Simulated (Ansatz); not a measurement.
## C₂H₂BrN, SMILES N=C=CBr: a ladder of methods at one geometry, step by step

Computed with the Ansatz DFT code, driven from Python.

Run as a notebook:

**Cell 1**
```python
import ansatz as az
from ase import Atoms
```

**Cell 2**
```python
atoms = Atoms(['N', 'C', 'C', 'Br', 'H', 'H'], positions=[
    [0.9644, 0.5921, -1.1779],
    [0.2979, 0.3306, -0.2396],
    [-0.4042, 0.0145, 0.805],
    [-1.2353, -1.5612, 0.806],
    [0.838, -0.0749, -1.9503],
    [-0.4188, 0.6348, 1.7107],
])
molecule = az.Crystal.molecule_from_ase(atoms)
```

**Cell 3**
```python
setup = molecule.calculation().basis(gaussian='def2-SVP')
```

**Cell 4**
```python
methods = ['mp2', 'ccsd', 'ccsd_t']
reports = [setup.correlation(m).run().report for m in methods]
print(f'Hartree-Fock reference {reports[0]["reference_energy_ev"] / 27.211386246:.6f} Ha')
best = reports[-1]['free_energy_ev'] - reports[-1]['reference_energy_ev']
for method, each in zip(methods, reports):
    gained = each['free_energy_ev'] - each['reference_energy_ev']
    print(f'{method:8s} total {each["free_energy_ev"] / 27.211386246:.6f} Ha  correlation {gained:9.4f} eV  ({100 * gained / best:.1f} % of the last)')
```
Output:
```text
Hartree-Fock reference -2703.226374 Ha
mp2      total -2703.871798 Ha  correlation  -17.5629 eV  (94.3 % of the last)
ccsd     total -2703.886620 Ha  correlation  -17.9662 eV  (96.5 % of the last)
ccsd_t   total -2703.910529 Ha  correlation  -18.6168 eV  (100.0 % of the last)
```

What to keep in mind:
- Total energies depend on the basis set; only differences at equal settings carry meaning.
- The geometry is a force-field or estimated start, not a minimum of this method, and the basis set is short of its limit. A lower total doesn't mark the better method: functionals have no common bound, and MP2 and coupled cluster aren't variational.
- Inner cores stay frozen; a filled d shell under the valence of the heavier atoms is correlated with it.
- Run time: 9.1 s on 1 thread of Intel(R) Xeon(R) 6975P-C (Granite Rapids), on a shared host, peak memory 0.34 GiB.

(Lines on the test bed's own set-up are left out of the output.)
